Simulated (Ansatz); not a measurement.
# SnH4O + H2: a complex and its separated parts

The complex below is one end of an elementary step. How strongly is it bound against its free parts?

Method: PBE0-D4/def2-TZVP structures, single points in def2-TZVPP, no counterpoise correction; program: Ansatz 0.2.0, Gaussian basis.

Levels: SPW92, PBE-D4, BLYP-D4, r2SCAN-D4, B97M-V, PBE0-D4, B3LYP-D4, r2SCAN0-D4, BHLYP-D4, CAM-B3LYP-D4, wB97X-V, wB97M-V, B2PLYP, PBE-QIDH, RPA on PBE, Hartree-Fock, MP2, CCSD, CCSD(T).

Correlated methods freeze the cores. Filled d shells of the heavier atoms are correlated. Core potentials replace the inner electrons past krypton, and spin-orbit coupling is left out. B3LYP uses VWN-RPA correlation. B2PLYP carries no dispersion term here.

88 further runs of the same task are left out: 88 set aside as unsound or not needed.

## (1) The starting structure

The complex: 8 atoms, charge 0, spin multiplicity 1.

Atoms are counted from 1 here; the program's logs count them from 0.

Bond lengths: Sn1–O2 1.972 Å, Sn1–H3 1.698 Å, Sn1–H4 1.709 Å, Sn1–H5 1.709 Å, O2–H8 0.959 Å, H6–H7 0.749 Å. Angles: O2–Sn1–H3 103.0°, O2–Sn1–H4 108.2°, O2–Sn1–H5 108.4°, H3–Sn1–H4 112.9°, H3–Sn1–H5 112.9°, H4–Sn1–H5 110.9°, Sn1–O2–H8 113.4°.

As a file:

```
Sn    0.5841   -0.4763    1.0776
O    -0.8601    0.3824    0.0455
H     1.1597   -1.6663    0.0123
H    -0.0948   -1.1323    2.5018
H     1.7586    0.7075    1.4499
H    -0.6962    0.5244   -2.4265
H    -0.5782    0.5445   -3.1660
H    -1.2730    1.1162    0.5055
```

Its parts: SnH4O holds atoms 1, 2, 3, 4, 5, 8; H2 holds atoms 6, 7. Each part counts its atoms afresh in its own runs.

## (2) Relaxing SnH4O alone

Contents of relax-a/in.yaml:

```yaml
crystal:
  periodic: [false, false, false]
  atoms:
    - {symbol: Sn, position_ang: [0.584138, -0.476328, 1.077562]}
    - {symbol: O, position_ang: [-0.860077, 0.382352, 0.045523]}
    - {symbol: H, position_ang: [1.159738, -1.666254, 0.012274]}
    - {symbol: H, position_ang: [-0.094779, -1.132277, 2.501761]}
    - {symbol: H, position_ang: [1.758554, 0.707528, 1.449948]}
    - {symbol: H, position_ang: [-1.273032, 1.116202, 0.505454]}
basis:
  gaussian: {orbitals: def2-TZVP}
hamiltonian: {xc: pbe0, dispersion: d4}
relax: {f_tol: 0.005, max_steps: 200}
```

Launch:

```console
ansatz run in.yaml --threads 2 --pin off --events-out ev --progress --plain --max-ram 4352MiB
```

The runs that follow: Relaxing H2 alone; SPW92/def2-TZVPP; PBE-D4/def2-TZVPP; BLYP-D4/def2-TZVPP; r2SCAN-D4/def2-TZVPP; B97M-V/def2-TZVPP; PBE0-D4/def2-TZVPP; B3LYP-D4/def2-TZVPP; r2SCAN0-D4/def2-TZVPP; BHLYP-D4/def2-TZVPP; CAM-B3LYP-D4/def2-TZVPP; wB97X-V/def2-TZVPP; wB97M-V/def2-TZVPP; B2PLYP/def2-TZVPP; PBE-QIDH/def2-TZVPP; RPA on PBE/def2-TZVPP; CCSD(T)/def2-TZVPP; Vibrations of SnH4O; Vibrations of H2.

Before running it: what results should come out? Wanted: complex less parts, CCSD(T)/def2-TZVPP; with zero-point energy; largest T1 diagnostic.

As calculated:

| quantity | value |
| --- | --- |
| complex less parts, CCSD(T)/def2-TZVPP | -3.9 kJ/mol |
| with zero-point energy | +1.6 kJ/mol |
| largest T1 diagnostic | 0.014 |

At CCSD(T) the complex lies 3.9 kJ/mol below its parts. The functionals run from r2SCAN0-D4, off by 0.0 kJ/mol, to SPW92, off by -4.9 kJ/mol, against CCSD(T). By rung, the mean size of the error is: LDA 4.9, GGA 1.1, meta-GGA 0.5, hybrid 0.7, range-separated hybrid 0.7, double hybrid 0.6 kJ/mol. PBE-D4 gives a relative energy 1.7 kJ/mol too low, an error of 45 % of the reference. No counterpoise was applied, and triple zeta lacks some correlation, so the CCSD(T) reference has a basis error of its own, and close matches with it are partly luck.
